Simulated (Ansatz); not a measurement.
**Two structures of Cd: comparison of enthalpies under pressure, by script**

One table from this session's results is given with a row withheld; the runs are named, their logs left out.

All numbers are computed with the Python package of Ansatz 0.2.0. Level of theory: DFT LDA, plane waves, PAW.

**The system**

Cd Pm-3m: Symmetry: Pm-3m, No. 221, cubic system. The conventional cell has a = 2.870 Å, b = 2.870 Å, c = 2.870 Å, α = 90.00°, β = 90.00°, γ = 90.00°. Cd (site symmetry m-3m) is surrounded by 6 Cd at 2.87 Å.

Cd Fm-3m: The structure is cubic, space group Fm-3m (No. 225). The conventional cell has a = 4.420 Å, b = 4.420 Å, c = 4.420 Å, α = 90.00°, β = 90.00°, γ = 90.00°. Cd (site symmetry m-3m) has 12 Cd at 3.13 Å as nearest neighbours.

No structure file is read: the coordinates are typed or built in the script.

Set-up of the first run:

The input, cd.py:

```python
"""Pressure at which two phases of Cd cross."""

import warnings

import ansatz as az
import numpy as np
from tabulate import tabulate

SETTINGS = {
    "xc": "lda",
    "cutoff_ev": 500,
    "kspacing": 0.3,
    "occupations": "fermi_dirac",
    "width_ev": 0.05,
}


def sc(first, a):
    return (
        az.Lattice.cubic(a)
        .space_group(221)
        .atom(first, (0, 0, 0))
    )


def fcc(A, a):
    return (
        az.Lattice.fcc(a)
        .space_group(225)
        .atom(A, (0, 0, 0))
        .primitive()
    )


def run_phase(name, crystal, pressure=0.0):
    calc = (
        crystal.calculation()
        .accuracy("low")
        .functional(SETTINGS["xc"])
        .scf(self_checks="high")
        .basis(SETTINGS["cutoff_ev"])
        .kpoints(spacing=SETTINGS["kspacing"])
        .occupations(SETTINGS["occupations"], width=SETTINGS["width_ev"])
    )
    calc = calc.relax(force_tolerance=0.01, cell=True, pressure=pressure)
    return calc.run()


def volume_per_atom(outcome):
    return abs(np.linalg.det(outcome.lattice.cell_ang)) / len(outcome.lattice.sites)

warnings.simplefilter("ignore", az.DeckWarning)

phases = {}
phases["sc"] = sc("Cd", 2.87)
phases["fcc"] = fcc("Cd", 4.42)

# H = E + PV, with 1 eV per cubic angstrom equal to 160.2 GPa
pressures = [0, 5, 10, 20]
enthalpy, volume = {name: [] for name in phases}, {name: [] for name in phases}
for p in pressures:
    for name, crystal in phases.items():
        o = run_phase(name, crystal, pressure=p)
        volume[name].append(volume_per_atom(o))
        enthalpy[name].append(o.report["energy_sigma0_ev"] / len(o.lattice.sites) + p * volume[name][-1] / 160.21766)
gap = np.array(enthalpy["fcc"]) - np.array(enthalpy["sc"])
rows = [(p, va, vb, 1000 * d) for p, va, vb, d in zip(pressures, volume["sc"], volume["fcc"], gap)]
print(tabulate(rows, headers=["P (GPa)", "V sc (A^3/atom)", "V fcc (A^3/atom)", "H(fcc) - H(sc) (meV/atom)"], floatfmt=".4f", tablefmt="plain"))
crossings = [p0 - g0 * (p1 - p0) / (g1 - g0) for p0, p1, g0, g1 in zip(pressures, pressures[1:], gap, gap[1:]) if g0 * g1 < 0]
print("crossing near", [round(float(p), 1) for p in crossings], "GPa") if crossings else print("no crossing in this range")
```

Started as:

```sh
$ python cd.py
```

One of the session's tables, all rows but one given; the rest of the session is left out.

Enthalpy H = E + pV of the second structure less the first:

| pressure (GPa) | ΔH (meV/atom) |
| --- | --- |
| 0 | -138.7 |
| 5 | ? |
| 10 | -313.9 |
| 20 | -452.9 |

Estimate the missing values for pressure (GPa) = 5.

Worked estimate for «ΔH (meV/atom)». A straight line through the neighbours (0, -138.7) and (10, -313.9) gives -138.7 + (-313.9 + 138.7) × (5 − 0) / (10 − 0) = -226.3; a parabola fitted to 3 rows on both sides gives -230.8.

The run gave: ΔH (meV/atom): -232.5. In «ΔH (meV/atom)» the line misses by +6.2 and the parabola by +1.7.

Limits of these values: Reading the output:
- At a fixed pressure a relaxation lowers the enthalpy F + PV, while F alone can rise.
- For the metals among these cells the mesh is coarse, so their volumes and pressures are rough.
- Only these two structures are compared, at zero temperature and with their symmetry kept; either may be hypothetical, and another phase may be lower than both.
